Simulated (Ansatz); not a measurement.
# Sn2H3Br: the cost of one run

Method: DFT PBE, scalar-relativistic, plane waves, PAW, unless a step names another level, in Ansatz 0.2.0.

7 further runs of the same task are left out: 7 set aside as unsound or not needed.

## (1) What the formula suggests

Pauling electronegativities: Sn 1.96, H 2.20, Br 2.96 (spread 1.00). The formula balances with common oxidation states: Sn +2, Br -1, H -1. Tabulated atomic sizes suggest about 18 Å³/atom. 37 candidates were drawn, by swapping species into database cells of other compounds, at random by space group and Wyckoff sites, or by hand, as the table says:

```
name                                                 made from  space group no.                   Wyckoff sites  atoms (primitive cell)  V (Å³/atom)
 c01                                  database cell of CsCu3S2              164              Sn 2d; H 3e; Br 1b                       6         22.4
 c02                                  database cell of ErB2Rh3               12          Sn 4g; H 2d, 4f; Br 2a                       6         18.0
 c03                                 database cell of Ti2AlGe3               38  Sn 2a, 2b; H 2a, 2a, 2b; Br 2b                       6         17.6
 c04                                  database cell of Y2Co3Si              166              Sn 6c; H 9d; Br 3a                       6         18.6
 c05                                 database cell of LaZn3Ni2              191              Sn 2c; H 3g; Br 1a                       6         19.3
 c06                                  database cell of Mo2SeS3              156  Sn 1b, 1a; H 1a, 1a, 1b; Br 1b                       6         16.5
 c07                                 database cell of Eu2Al3Ag              166              Sn 6c; H 9e; Br 3b                       6         19.4
 c08                                 database cell of In2GaAs3              119          Sn 4e; H 2d, 4f; Br 2a                       6         22.3
 c09                                 database cell of Ho2Ga3Fe                8  Sn 2a, 2a; H 2a, 2a, 2a; Br 2a                       6         19.0
 c10                           built by hand: Sr2H3I / Ba2H3Cl              164          Sn 2d; H 2d, 1b; Br 1a                       6         18.0
 c11            built by hand: Polystannane chain (SnH2-SnHBr)                6  Sn 1a, 1b; H 1a, 1a, 1b; Br 1b                       6         24.3
 c12                                  database cell of CrFe3B2               42          Sn 8b; H 4a, 8c; Br 4a                       6         16.8
 c13                                  database cell of NaH2Pd3               65          Sn 4i; H 2a, 4f; Br 2b                       6         16.1
 c14                                 database cell of Zr2As3Se               99      Sn 1b, 1a; H 2c, 1b; Br 1a                       6         16.9
 c15                                 database cell of Fe2SbTe3                6  Sn 1b, 1a; H 1b, 1a, 1a; Br 1b                       6         15.5
 c16                                 database cell of Nd2In3Ni               25  Sn 1b, 1a; H 1c, 1c, 1d; Br 1d                       6         20.0
 c17                                 database cell of NaCu3Te2              166          Sn 6c; H 3a, 6c; Br 3b                       6         18.3
 c18                                   database cell of CsH3O2               38      Sn 2b, 2b; H 2b, 4e; Br 2a                       6         15.3
 c19      built by hand: Ordered PbFCl (matlockite) derivative               99      Sn 1b, 1a; H 2c, 1b; Br 1a                       6         18.1
 c20                                 database cell of Li3LaAs2              164          Sn 2d; H 1b, 2d; Br 1a                       6         19.4
 c21                                   database cell of Zr2P3S               99      Sn 1b, 1a; H 2c, 1a; Br 1b                       6         16.4
 c22                                 database cell of Li3PrBi2               12          Sn 4i; H 4i, 2c; Br 2a                       6         21.8
 c23                                 database cell of Na3BrCl2              139          Sn 4e; H 4e, 2a; Br 2b                       6         17.3
 c24                                  database cell of Ba2H3Br              164          Sn 2d; H 2d, 1a; Br 1b                       6         18.6
 c25                                 database cell of Hf2CuSb3              115          Sn 2g; H 1b, 2g; Br 1a                       6         17.6
 c26                                 database cell of Ce2CoSi3              187      Sn 2i; H 1b, 1c, 1d; Br 1a                       6         18.7
 c27                                 database cell of Ce2Ga3Cu              156  Sn 1b, 1b; H 1c, 1c, 1a; Br 1a                       6         19.1
 c28                                 database cell of NdCu3Pd2               44          Sn 4d; H 4c, 2b; Br 2a                       6         19.1
 c29                                 database cell of ZrTi3As2              107      Sn 2a, 2a; H 4b, 2a; Br 2a                       6         17.9
 c30  built by hand: Janus stanane layers with intercalated H2              156  Sn 1c, 1b; H 1c, 1a, 1a; Br 1b                       6         23.6
 c31                                 database cell of NaSn2Pd3              183              Sn 2b; H 3c; Br 1a                       6         19.2
 c32                                  database cell of TmB2Rh3              191              Sn 2d; H 3f; Br 1b                       6         18.4
 c33                     built by hand: Anion-ordered fluorite              115      Sn 2g; H 1c, 1d, 1a; Br 1b                       6         17.9
 c34                                 database cell of CeAl2Cu3               65          Sn 4f; H 4i, 2d; Br 2b                       6         18.5
 c35                                 database cell of Ce2CuSi3              187      Sn 2h; H 1e, 1b, 1a; Br 1f                       6         18.5
 c36                                 database cell of Mg3HgAu2              123          Sn 2g; H 2h, 1d; Br 1a                       6         17.7
 c37                                 database cell of Te3Mo2Se              156  Sn 1a, 1c; H 1c, 1c, 1a; Br 1a                       6         18.1
```

## (2) Screening run of c12

input.yaml reads:

```yaml
crystal:
  lattice:
    - [0.0, 4.46390105, 4.40578223]
    - [2.56868518, 0.0, 4.40578223]
    - [2.56868518, 4.46390105, 0.0]
  atoms:
    - { symbol: Sn, position: [0.25142501, 0.25142501, 0.24857499] }
    - { symbol: Sn, position: [0.75142501, 0.75142501, 0.74857499] }
    - { symbol: H, position: [0.83523203, 0.83523203, 0.16476797] }
    - { symbol: H, position: [0.66722705, 0.33541901, 0.66458099] }
    - { symbol: H, position: [0.33541901, 0.66722705, 0.33277295] }
    - { symbol: Br, position: [0.15927202, 0.15927202, 0.84072798] }
basis:
  ecutwfc: 420
kpoints:
  mp_grid: { grid: [3, 3, 3] }
hamiltonian:
  xc: pbe
scf:
  occupations: { method: gaussian, width: 0.15 }
  lower_state_search: "off"
output:
  forces: true
  stress: true
  eigenvalues: true
relax:
  adjacent_minimum: "off"
  f_tol: 0.08
  max_steps: 16
  cell: { stress_tol: 0.8 }
```

Started as:

```sh
$ ansatz run input.yaml --threads 1 --pin off --max-ram 2560MiB --backend cpu --events-out ev --progress --plain --runs-dir out
```

Q: Estimate wall time and peak memory on 1 thread of Intel Xeon at 2.50GHz (Skylake/Cascade Lake), shared host.

About 80 s, with a peak of 0.38 GiB.
